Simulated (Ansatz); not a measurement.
# La3In: response to strain

Aim: deform La3In (zz strain of +2 %) and compute stress, forces and field gradients with LAPW, PAW and all-electron datasets made for the crystal.

Program: Ansatz 0.2.0. Level of theory: DFT PBEsol, scalar-relativistic. These are calculated values, not measurements.

## Step 1: The structure to begin with

Symmetry: Pm-3m, No. 221, cubic system. The conventional cell has a = 5.085 Å, b = 5.085 Å, c = 5.085 Å, α = 90.00°, β = 90.00°, γ = 90.00°. La (site symmetry 4/mmm) is surrounded by 8 La at 3.60 Å and 4 In at 3.60 Å. In (site symmetry m-3m) has 12 La at 3.60 Å in its first shell of neighbours.

As a file:

```xyz
4
Lattice="5.0854 0.0000 0.0000 0.0000 5.0854 0.0000 0.0000 0.0000 5.0854" Properties=species:S:1:pos:R:3 pbc="T T T"
La    0.0000    2.5427    2.5427
La    2.5427    0.0000    2.5427
La    2.5427    2.5427    0.0000
In    0.0000    0.0000    0.0000
```

Atoms are numbered in the order of the input: La1, La2, La3, In4.

## Step 2: The deformed structure

Space group Pm-3m before, P4/mmm after.

## Step 3: All-electron LAPW

Input file input.yaml:

```yaml
crystal:
  lattice:
    - [5.0854, 0.0, 0.0]
    - [0.0, 5.0854, 0.0]
    - [0.0, 0.0, 5.187108]
  atoms:
    - { symbol: La, position: [0.0, 0.5, 0.5] }
    - { symbol: La, position: [0.5, 0.0, 0.5] }
    - { symbol: La, position: [0.5, 0.5, 0.0] }
    - { symbol: In, position: [0.0, 0.0, 0.0] }
kpoints:
  mp_grid: { grid: [7, 7, 7] }
  band_path:
    path:
      - [0.0, 0.0, 0.0]
      - [0.0, 0.5, 0.0]
      - [0.5, 0.5, 0.0]
      - [0.0, 0.0, 0.0]
      - [0.0, 0.0, 0.5]
      - [0.0, 0.5, 0.5]
      - [0.5, 0.5, 0.5]
      - [0.0, 0.0, 0.5]
      - [0.0, 0.5, 0.0]
    npoints: 5
scf:
  occupations: { method: fermi_dirac, width: 0.05 }
hamiltonian:
  xc: pbesol
  pseudopotentials: { kind: all_electron, lapw: { basis_error: 0.001 } }
output:
  forces: true
  stress: true
  eigenvalues: true
```

Command:

```sh
ansatz run input.yaml --threads 1 --pin off --max-ram 4096MiB --backend cpu --events-out ev --progress --plain --runs-dir out
```

## Step 4: PAW with frozen cores

Input file input.yaml:

```yaml
crystal:
  lattice:
    - [5.0854, 0.0, 0.0]
    - [0.0, 5.0854, 0.0]
    - [0.0, 0.0, 5.187108]
  atoms:
    - { symbol: La, position: [0.0, 0.5, 0.5] }
    - { symbol: La, position: [0.5, 0.0, 0.5] }
    - { symbol: La, position: [0.5, 0.5, 0.0] }
    - { symbol: In, position: [0.0, 0.0, 0.0] }
kpoints:
  mp_grid: { grid: [7, 7, 7] }
scf:
  occupations: { method: fermi_dirac, width: 0.05 }
hamiltonian:
  xc: pbesol
  pseudopotentials: { kind: paw }
output:
  forces: true
  stress: true
  eigenvalues: true
  efg: { contact_densities: true }
  write_density: true
  write_potential: true
  elf: true
  volumetric_format: npy
```

## Step 5: All-electron PAW on datasets made for the crystal

Edit input.yaml of step 4 so:

```diff
@@ -16,3 +16,3 @@
   xc: pbesol
-  pseudopotentials: { kind: paw }
+  pseudopotentials: { kind: all_electron, datasets: crystal }
 output:
@@ -22,5 +22 @@
   efg: { contact_densities: true }
-  write_density: true
-  write_potential: true
-  elf: true
-  volumetric_format: npy
```

(Steps that only read results are left out.)

What does the calculation give? Wanted: pressure; largest shear or deviatoric stress.

The runs gave:

```
                                 quantity                                              value
                                 pressure  LAPW -3.26, PAW -3.28, crystal datasets -3.26 GPa
largest shear or deviatoric stress (LAPW)                                           0.35 GPa
```

What this shows: The largest part of the stress beyond the pressure is 0.35 GPa in size, in the zz component; the atoms are carried along and not relaxed. No run of the undeformed cell stands beside it, so pressure and stress hold what the given cell had before the change, as far as its symmetry allows. PAW: stress within 0.03 GPa of LAPW. Crystal datasets: stress within 0.01 GPa of LAPW. Spin-orbit coupling is left out, though the cell holds La; in elements this heavy it can shift bands and gaps by tenths of an eV.
